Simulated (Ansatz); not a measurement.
# Cl2H4In2O2: taking an electron away

The task here is to estimate one member of a computed series from the others.

Method: unrestricted cation, the program's frozen cores in correlated methods; program: Ansatz 0.2.0, Gaussian basis.

Plan: UKS PBE-D4/def2-TZVPP; UKS r2SCAN-D4/def2-TZVPP; UKS PBE0-D4/def2-TZVPP; UKS B3LYP-D4/def2-TZVPP; UKS wB97X-V/def2-TZVPP; UKS wB97M-V/def2-TZVPP; UKS B2PLYP/def2-TZVPP; UHF-CCSD(T)/def2-TZVPP; UHF-MP2/def2-QZVPP; extrapolation to the limit; then −ε(HOMO) from the neutral's earlier runs with LDA (SPW92), PBE-D4, revPBE-D4, BLYP-D4, r2SCAN-D4, B97M-V, PBE0-D4, B3LYP-D4, r2SCANh-D4, r2SCAN0-D4, HSE06-D4, BHLYP-D4, CAM-B3LYP-D4, LC-ωPBE, ωB97X-V, ωB97M-V.

## The geometry

The geometry comes from an earlier relaxation with PBE0-D4 in a triple-zeta def2 set; it is a stationary point, not always the lowest conformer. In takes the def2 core potential; no spin-orbit term is included.

10 atoms, charge 0, spin multiplicity 1.

Atoms are counted from 1 here; the program's logs count them from 0.

Bond lengths: Cl1–In2 2.332 Å, In2–O3 2.144 Å, In2–O6 2.144 Å, In2–H7 1.692 Å, O3–In4 2.144 Å, O3–H8 0.962 Å, In4–Cl5 2.332 Å, In4–O6 2.144 Å, In4–H9 1.692 Å, O6–H10 0.962 Å. Angles: Cl1–In2–O3 103.7°, Cl1–In2–O6 103.7°, Cl1–In2–H7 128.6°, O3–In2–O6 79.7°, O3–In2–H7 115.1°, O6–In2–H7 115.1°, In2–O3–In4 100.2°, In2–O3–H8 112.8°, In4–O3–H8 112.8°, O3–In4–Cl5 103.7°, O3–In4–O6 79.7°, O3–In4–H9 115.1°, Cl5–In4–O6 103.7°, Cl5–In4–H9 128.6°, O6–In4–H9 115.1°, In2–O6–In4 100.2°, In2–O6–H10 112.8°, In4–O6–H10 112.8°.

The first run:

Input file in.yaml:

```yaml
crystal:
  periodic: [false, false, false]
  atoms:
    - {symbol: Cl, position_ang: [-0.122932, -1.325528, -2.741002]}
    - {symbol: In, position_ang: [1.081480, -1.026309, -0.766667]}
    - {symbol: O, position_ang: [-0.421314, -1.106059, 0.760772]}
    - {symbol: In, position_ang: [-0.620310, 0.981234, 1.209579]}
    - {symbol: Cl, position_ang: [-2.595419, 1.591241, 0.130241]}
    - {symbol: O, position_ang: [0.853483, 1.063817, -0.345712]}
    - {symbol: H, position_ang: [2.578596, -1.685402, -0.334357]}
    - {symbol: H, position_ang: [-1.243461, -1.502321, 0.455331]}
    - {symbol: H, position_ang: [-0.071072, 1.440294, 2.742632]}
    - {symbol: H, position_ang: [0.560950, 1.569042, -1.110836]}
basis:
  gaussian: {orbitals: def2-TZVPP}
total_charge: 1
magnetization: {spin_polarized: true, initial_magnetization: 1}
hamiltonian: {xc: pbe, dispersion: d4}
```

Launch:

```sh
ansatz run in.yaml --threads 2 --pin off --events-out ev --progress --plain --max-ram 32768MiB --backend cuda --devices 0, --max-vram 18GiB
```

Among the steps run: Cation, UKS PBE-D4/def2-TZVPP; Cation, UKS r2SCAN-D4/def2-TZVPP; Cation, UKS PBE0-D4/def2-TZVPP; Cation, UKS B3LYP-D4/def2-TZVPP; Cation, UKS wB97X-V/def2-TZVPP; Cation, UKS wB97M-V/def2-TZVPP; Cation, UKS B2PLYP (frozen core)/def2-TZVPP; Cation, UHF-CCSD(T)/def2-TZVPP; Cation, UHF-MP2/def2-QZVPP.

One of the session's tables, all rows but one given; the rest of the session is left out.

Orbital estimates, from the neutral's runs:

| functional | −ε(HOMO) (eV) |
| --- | --- |
| LDA (SPW92) | 7.32 |
| PBE-D4 | 7.17 |
| revPBE-D4 | 7.12 |
| BLYP-D4 | 7.02 |
| r2SCAN-D4 | 7.53 |
| B97M-V | 7.63 |
| PBE0-D4 | 8.56 |
| B3LYP-D4 | 8.29 |
| r2SCANh-D4 | 8.04 |
| r2SCAN0-D4 | 8.80 |
| HSE06-D4 | ? |
| BHLYP-D4 | 9.81 |
| CAM-B3LYP-D4 | 9.93 |
| LC-ωPBE | 11.35 |
| ωB97X-V | 10.98 |
| ωB97M-V | 10.82 |

Q: Estimate the row for HSE06-D4 from the others.

**Answer.** −ε(HOMO) (eV): 8.16. In the column «−ε(HOMO) (eV)» it lies between r2SCANh-D4 (8.04) and B3LYP-D4 (8.29).

Caveats from the session: The cation may have settled in a state other than its lowest; no search over hole states beyond the program's own was made.
